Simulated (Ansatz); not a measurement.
**AsH (triplet): trial inputs and their diagnosis at distance As1–H2 = 2.854 Å**

4 inputs are run for AsH (triplet) as typed; the log has to tell whether the result can be used and what must change.

Computed with Ansatz 0.2.0, Gaussian basis. Level: the settings change from run to run.

14 further runs of the same task are left out: 1 for a known fault of the program, 9 that didn't finish, 4 set aside as unsound or not needed.

## Step 1: The system

The geometry derives from a PBE0/def2-TZVP stationary point (not a proven minimum). One bond is set to the value named and the two fragments are kept rigid. No spin-orbit coupling is included. The filled d shell of As may be among the frozen orbitals whatever the setting's name suggests; the logs give the count.

2 atoms, charge 0, spin multiplicity 3.

Atoms are counted from 1 here; the program's logs count them from 0.

No contacts short enough for the rule that draws bonds.

## Step 2: Input 1

Contents of in.yaml:

```yaml
crystal:
  periodic: [false, false, false]
  atoms:
    - {symbol: As, position_ang: [0.000000, 0.000000, 0.000000]}
    - {symbol: H, position_ang: [0.000000, 0.000000, 2.854000]}
basis:
  gaussian: {orbitals: aug-cc-pVDZ}
magnetization: {spin_polarized: false, initial_magnetization: 2}
correlation: {method: fic_mrcisd_q, electrons: outside_noble_gas, active_space: {window: {electrons: 4, orbitals: 4}, places: [1, 2]}}
scf: {lower_state_search: off}
```

Run with:

```
ansatz run in.yaml --threads 1 --pin off --events-out ev --progress --plain --max-ram 2393MiB
```

The program printed:

```text
Error: invalid value for `correlation.active_space`: name one of window, places and ras
```

Run time: 0.03 s. Hardware: 1 thread of Intel Xeon 6975P-C, shared host.

What is wrong: The run was refused. The active space is defined twice. To mend it, keep one definition.

## Step 3: Input 2

Contents of in.yaml:

```yaml
crystal:
  periodic: [false, false, false]
  atoms:
    - {symbol: As, position_ang: [0.000000, 0.000000, 0.000000]}
    - {symbol: H, position_ang: [0.000000, 0.000000, 2.854000]}
basis:
  gaussian: {orbitals: aug-cc-pVDZ}
magnetization: {spin_polarized: false, initial_magnetization: 2}
hamiltonian: {xc: {name: PBE}}
correlation: {method: mp2, frozen_orbitals: {As: 9}}
scf: {omitted_lower_state_checks: [cluster_reference]}
```

Launched as before.

The program printed:

```text
Functional definition: PBE
  name "PBE"
  cite "Perdew, Burke & Ernzerhof, Phys. Rev. Lett. 77, 3865 (1996) doi:10.1103/PhysRevLett.77.3865"
  parent pbe
  parameter kappa = 0.804
  parameter beta = 0.06672455060314922
  exchange = pbe_x(kappa = kappa, mu = beta*pi^2/3)
  correlation = pbe_c(beta = beta)
these checks for a lower state are left out or cut short: cluster_reference
Error: "frozen_orbitals" has no count for H
```

It took 0.06 s on 1 thread of Intel Xeon 6975P-C, shared host.

**Diagnosis.** The run was refused. The frozen-orbital counts are incomplete or too large. To mend it, leave frozen_orbitals out, or give each element a count that its core has.

## Step 4: Input 3

Contents of in.yaml:

```yaml
crystal:
  periodic: [false, false, false]
  atoms:
    - {symbol: As, position_ang: [0.000000, 0.000000, 0.000000]}
    - {symbol: H, position_ang: [0.000000, 0.000000, 2.854000]}
basis:
  gaussian: {orbitals: STO-3G}
magnetization: {spin_polarized: false, initial_magnetization: 2}
correlation: {method: fic_mrcisd_q, electrons: outside_noble_gas, active_space: {window: {electrons: 4, orbitals: 4}, states: [{multiplicity: 3, weights: [1, 1]}], root: 2}}
scf: {lower_state_search: full}
```

Launched as before.

The program printed:

```text
Error: the active space averages no state 2, counted from zero
```

It took 0.03 s on 1 thread of Intel Xeon 6975P-C, shared host.

What is wrong: The run was refused. The root asked for lies beyond the states averaged. To mend it, average more states or name a lower root.

## Step 5: Input 4

Contents of in.yaml:

```yaml
crystal:
  periodic: [false, false, false]
  atoms:
    - {symbol: As, position_ang: [0.000000, 0.000000, 0.000000]}
    - {symbol: H, position_ang: [0.000000, 0.000000, 2.854000]}
basis:
  gaussian: {orbitals: aug-cc-pVTZ}
magnetization: {spin_polarized: false, initial_magnetization: 2}
correlation: {method: ccsdtq, electrons: all}
output: {forces: true}
```

Launched as before.

The program printed:

```text
Functional definition: HF
  name "HF"
  cite "Fock, Z. Phys. 61, 126 (1930) doi:10.1007/BF01340294"
  parent pbe
  exchange = exact_x
  correlation = 0
863 factors; integrals over basis functions are off by at most 2.0e-7 eV
mean field evaluation 1: about -60807.5634 eV, gradient 7.3e0 eV
mean field evaluation 2: about -60807.5634 eV, gradient 7.3e0 eV
mean field evaluation 4: about -60808.1519 eV, gradient 1.0e0 eV
mean field evaluation 8: about -60808.1624 eV, gradient 1.8e-5 eV
mean field evaluation 16: about -60808.1524 eV, gradient 1.0e0 eV
mean field evaluation 32: about -60807.9595 eV, gradient 8.6e-2 eV
mean field evaluation 64: about -60807.6957 eV, gradient 5.2e-1 eV
mean field evaluation 96: about -60808.0438 eV, gradient 1.5e0 eV
mean field evaluation 128: about -60807.6889 eV, gradient 2.4e-6 eV
mean field evaluation 160: about -60807.9596 eV, gradient 8.8e-3 eV
mean field evaluation 192: about -60807.6889 eV, gradient 1.4e-4 eV
mean field evaluation 224: about -60803.1691 eV, gradient 9.8e0 eV
mean field evaluation 256: about -60807.7870 eV, gradient 1.3e0 eV
mean field evaluation 288: about -60807.9595 eV, gradient 7.1e-2 eV
mean field evaluation 320: about -60803.0536 eV, gradient 7.7e0 eV
mean field evaluation 352: about -60807.8000 eV, gradient 7.6e-4 eV
mean field evaluation 384: about -60803.8081 eV, gradient 6.5e-1 eV
mean field evaluation 416: about -60807.9596 eV, gradient 1.1e-2 eV
mean field evaluation 448: about -60800.4538 eV, gradient 2.6e0 eV
mean field evaluation 480: about -60800.3709 eV, gradient 9.6e-1 eV
mean field evaluation 512: about -60807.9596 eV, gradient 1.7e-6 eV
mean field -60808.16238734 eV, -2234.6587504819 hartree, gradient 2.2e-6 eV, S^2 2.000000; 10 other end points of the search recorded, 0 dependent functions left out
mean field evaluation 544: about -60810.1563 eV, gradient 2.8e0 eV
mean field evaluation 576: about -60804.8595 eV, gradient 1.2e1 eV
mean field evaluation 608: about -60809.2740 eV, gradient 3.4e-1 eV
mean field evaluation 640: about -60809.2750 eV, gradient 9.3e-4 eV
determinant -60808.16238734 eV, -2234.6587504819 hartree, with singles and doubles -60815.72692968 eV, -2234.9367422855 hartree
determinant -60807.95960056 eV, -2234.6512982051 hartree, with singles and doubles -60814.05259041 eV, -2234.8752114521 hartree
determinant -60807.79999500 eV, -2234.6454328089 hartree, with singles and doubles -60813.99609635 eV, -2234.8731353338 hartree
determinant -60807.68890569 eV, -2234.6413503523 hartree, with singles and doubles -60813.79818641 eV, -2234.8658622777 hartree
determinant -60808.16238734 eV, -2234.6587504819 hartree, with singles and doubles -60815.81471202 eV, -2234.9399682270 hartree
determinant -60807.66703564 eV, -2234.6405466427 hartree, with singles and doubles -60815.67072608 eV, -2234.9346768412 hartree
determinant -60807.66703564 eV, -2234.6405466427 hartree, with singles and doubles -60815.81012309 eV, -2234.9397995868 hartree
unrestricted determinant -60810.34887186 eV, -2234.7391023058 hartree, S^2 2.9184
reference -60808.16238734 eV, -2234.6587504819 hartree; 18, 16 occupied and 64, 66 virtual orbitals, 863 factors
```

Wall time 99 s (1 thread of Intel Xeon 6975P-C, shared host).

**Diagnosis.** The run was cut at its time limit. The job is too large for the time given. Cure: a smaller basis or space, or a lower level; a longer limit helps only where the log shows it near its end.

## Step 6: How the runs ended

```
input                       level                  ended                                                  cause    time
    1   MRCISD+Q(4,4)/aug-cc-pVDZ                refused                      the active space is defined twice  0.03 s
    2             MP2/aug-cc-pVDZ                refused  the frozen-orbital counts are incomplete or too large  0.06 s
    3        MRCISD+Q(4,4)/STO-3G                refused     the root asked for lies beyond the states averaged  0.03 s
    4  CCSDTQ on ROHF/aug-cc-pVTZ  cut at its time limit                the job is too large for the time given    99 s
```

3 refused, 1 cut at its time limit.
